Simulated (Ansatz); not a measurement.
# C7H12: basis-set convergence

One table from this session's results is given with a row withheld; the runs are named, their logs left out.

Method: one geometry, several basis sets; program: Ansatz 0.2.0, Gaussian basis.

Plan: PBE0-D4/def2-SVP; ωB97M-V/def2-SVP; PBE0-D4/def2-QZVPP; ωB97M-V/def2-QZVPP; the functionals' def2-TZVPP values are taken from earlier runs.

### Structure used throughout

An earlier PBE0-D4 in a triple-zeta def2 set relaxation fixed the geometry.

SMILES `CC1=C(C)CCC1`, 19 atoms, charge 0, spin multiplicity 1.

Atoms are counted from 1 here; the program's logs count them from 0.

Bond lengths: C1–C2 1.487 Å, C1–H8 1.096 Å, C1–H9 1.095 Å, C1–H10 1.091 Å, C2–C3 1.336 Å, C2–C7 1.505 Å, C3–C4 1.487 Å, C3–C5 1.505 Å, C4–H11 1.095 Å, C4–H12 1.096 Å, C4–H13 1.090 Å, C5–C6 1.533 Å, C5–H14 1.095 Å, C5–H15 1.099 Å, C6–C7 1.533 Å, C6–H16 1.092 Å, C6–H17 1.093 Å, C7–H18 1.099 Å and more. Angles: C2–C1–H8 110.7°, C2–C1–H9 110.9°, C2–C1–H10 112.7°, H8–C1–H9 106.4°, H8–C1–H10 107.9°, H9–C1–H10 108.0°, C1–C2–C3 128.4°, C1–C2–C7 120.3°, C3–C2–C7 111.3°, C2–C3–C4 128.4°, C2–C3–C5 111.3°, C4–C3–C5 120.3°, C3–C4–H11 110.9°, C3–C4–H12 110.7°, C3–C4–H13 112.7°, H11–C4–H12 106.4°, H11–C4–H13 108.0°, H12–C4–H13 107.9° and more.

Coordinates:

```xyz
19

C     1.93811    0.51726    0.83831
C     0.52644    0.27987    0.43701
C     0.06625   -0.43764   -0.59204
C     0.84243   -1.19171   -1.61143
C    -1.43802   -0.47755   -0.60109
C    -1.83698    0.62552    0.38527
C    -0.60146    0.82708    1.26940
H     2.12386    0.13527    1.84855
H     2.16126    1.58931    0.86693
H     2.65223    0.04288    0.16437
H     0.60146   -0.84405   -2.62185
H     0.58905   -2.25753   -1.58209
H     1.92007   -1.09975   -1.47210
H    -1.85615   -0.32087   -1.60108
H    -1.78922   -1.46688   -0.27580
H    -2.73751    0.38728    0.95418
H    -2.03789    1.54690   -0.16751
H    -0.67591    0.26940    2.21354
H    -0.44803    1.87519    1.54740
```

The first run:

The input, in.yaml:

```yaml
crystal:
  periodic: [false, false, false]
  atoms:
    - {symbol: C, position_ang: [1.938112, 0.517255, 0.838311]}
    - {symbol: C, position_ang: [0.526439, 0.279872, 0.437011]}
    - {symbol: C, position_ang: [0.066254, -0.437640, -0.592037]}
    - {symbol: C, position_ang: [0.842431, -1.191711, -1.611432]}
    - {symbol: C, position_ang: [-1.438020, -0.477546, -0.601090]}
    - {symbol: C, position_ang: [-1.836976, 0.625525, 0.385270]}
    - {symbol: C, position_ang: [-0.601463, 0.827084, 1.269402]}
    - {symbol: H, position_ang: [2.123858, 0.135268, 1.848555]}
    - {symbol: H, position_ang: [2.161256, 1.589306, 0.866932]}
    - {symbol: H, position_ang: [2.652234, 0.042884, 0.164369]}
    - {symbol: H, position_ang: [0.601460, -0.844049, -2.621851]}
    - {symbol: H, position_ang: [0.589050, -2.257529, -1.582088]}
    - {symbol: H, position_ang: [1.920074, -1.099748, -1.472097]}
    - {symbol: H, position_ang: [-1.856150, -0.320865, -1.601075]}
    - {symbol: H, position_ang: [-1.789218, -1.466885, -0.275796]}
    - {symbol: H, position_ang: [-2.737513, 0.387283, 0.954181]}
    - {symbol: H, position_ang: [-2.037886, 1.546904, -0.167515]}
    - {symbol: H, position_ang: [-0.675914, 0.269400, 2.213544]}
    - {symbol: H, position_ang: [-0.448029, 1.875195, 1.547395]}
basis:
  gaussian: {orbitals: def2-SVP}
hamiltonian: {xc: pbe0, dispersion: d4}
output: {orbitals: {seedname: orbitals}}
```

The run is started by

```sh
> ansatz run in.yaml --threads 2 --pin off --events-out ev --progress --plain --max-ram 32768MiB --backend cpu
```

Steps of the session up to this table: PBE0-D4 in def2-SVP; ωB97M-V in def2-SVP; PBE0-D4 in def2-QZVPP; ωB97M-V in def2-QZVPP.

One table of the session follows, with a row left open; its other results are not shown here.

It belongs to the step «Density functionals: the series». 

```
functional       basis  HOMO (eV)  LUMO (eV)
   PBE0-D4    def2-SVP      -6.21       1.07
   PBE0-D4  def2-TZVPP      -6.24       0.96
   PBE0-D4  def2-QZVPP      -6.25       0.70
   ωB97M-V    def2-SVP          ?          ?
   ωB97M-V  def2-TZVPP      -8.42       2.60
   ωB97M-V  def2-QZVPP      -8.42       1.83
```

Estimate the missing values for ωB97M-V, def2-SVP.

**Answer.** HOMO (eV): -8.39; LUMO (eV): 3.15. In the column «HOMO (eV)» it lies between ωB97M-V, def2-QZVPP (-8.42) and PBE0-D4, def2-QZVPP (-6.25).
